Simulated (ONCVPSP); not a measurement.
# Pseudopotential generation for Sn: ONCV, revPBE

Do these settings give a usable potential? It is generated, then checked for transferability, scattering, ghosts and hardness.

The numbers are computed with ONCVPSP 4.0.1 (revPBE, scalar-relativistic, spin-unpolarised reference atom).

### 1 Starting point

The settings as typed:

| Item | Value |
| --- | --- |
| element | tin (Sn, Z = 50) |
| type | optimised norm-conserving Vanderbilt (ONCV) |
| frozen core | [Kr] 4d10 |
| valence charge | 4 |
| reference configuration | 5s2 5p2 |
| partial waves | 5s: rc 2.05 bohr, ncon 4, nbas 7, qcut 3 1/bohr, 2 projectors, debl 1.2 Ha; 5p: rc 2.85 bohr, ncon 5, nbas 8, qcut 2.5 1/bohr, 1 projector; d scattering state at 0.39 Ha: rc 3.00 bohr, ncon 4, nbas 9, qcut 3.3 1/bohr, 2 projectors, debl 3.7 Ha |
| local potential | polynomial inside 1.35 bohr (lpopt 5, dvloc0 -1 Ha) |
| core correction | Teter function, fcfact 5.75, rcfact 1.35 |

The outer shells as boxes (Hund's rule for the drawing; the calculation is spin-unpolarised):

```
[Kr] core
4d [↑↓][↑↓][↑↓][↑↓][↑↓]
5s [↑↓]
5p [↑ ][↑ ][  ]
```

### 2 Generation

The input, Sn.dat:

```
# ATOM AND REFERENCE CONFIGURATION
# atsym  z   nc   nv     iexc    psfile
  Sn 50.00    9    2  -102130      upf
#
#   n    l    f
    1    0    2.00
    2    0    2.00
    2    1    6.00
    3    0    2.00
    3    1    6.00
    3    2   10.00
    4    0    2.00
    4    1    6.00
    4    2   10.00
    5    0    2.00
    5    1    2.00
#
# PSEUDOPOTENTIAL AND OPTIMIZATION
# lmax
    2
#
#   l,   rc,      ep,       ncon, nbas, qcut
    0    2.05    0.00    4    7    3.00
    1    2.85    0.00    5    8    2.50
    2    3.00    0.39    4    9    3.30
#
# LOCAL POTENTIAL
# lloc, lpopt,  rc(5),   dvloc0
    4    5    1.35   -1.00
#
# VANDERBILT-KLEINMAN-BYLANDER PROJECTORs
# l, nproj, debl
    0    2    1.20
    1    1    3.70
    2    2    3.70
#
# MODEL CORE CHARGE
# icmod, fcfact, rcfact
    3    5.75    1.35
#
# LOG DERIVATIVE ANALYSIS
# epsh1, epsh2, depsh
   -2.00    5.00    0.02
#
# OUTPUT GRID
# rlmax, drl
    6.00    0.01
#
# TEST CONFIGURATIONS
# ncnf
    4
# nvcnf
#   n    l    f
    2
    5    0    2.00
    5    1    1.00
#
    2
    5    0    2.00
    5    1    0.00
#
    2
    5    0    1.00
    5    1    0.00
#
    2
    5    0    0.00
    5    1    4.00
#
```

Run with:

```sh
$ oncvpsp.x < Sn.dat > Sn.out
```

Q: Predict the outcome of this session. Wanted: cutoffs for 1 and 0.1 mHa per electron, occupied waves; bound ghosts; GHOST(+) flags; largest test error; largest phase difference near zero energy, channels read; rms error of d²Exc/dn², without and with the model core.

The runs gave:

| quantity | value |
| --- | --- |
| cutoffs for 1 and 0.1 mHa per electron, occupied waves | 12 Ha and 26 Ha |
| bound ghosts | s at -68.76 eV, p at -19.51 eV |
| GHOST(+) flags | d at 127 eV |
| largest test error (AE − PS) | -167 meV, for 5s2 5p0 (1 test unsolved) |
| largest phase difference near zero energy, channels read | 0.024 rad |
| rms error of d²Exc/dn², without and with the model core | 5.33 and 1.82 mHa |

**Reading.** A bound ghost (s, p) makes it unfit for use: electrons can fall into a state that the atom doesn't have. By total energies transferability is poor: the largest error is 167 meV on 20.7 eV, for 5s2 5p0. Of the tests 1 gave no usable energy difference, which is a warning in itself. The potential is soft on the atom at that tolerance: the looser tolerance needs 12 Ha. At the looser tolerance the 5s wave is the slowest; 5p needs 5 Ha. Near zero energy the phases of the channels with partial waves agree within 0.024 rad. The pseudo curves have a pole with no partner nearby in the atom's: p at -0.71 Ha. The program also flags highly localised states, GHOST(+) (d). These are tests on the free atom; a crystal test is still owed.
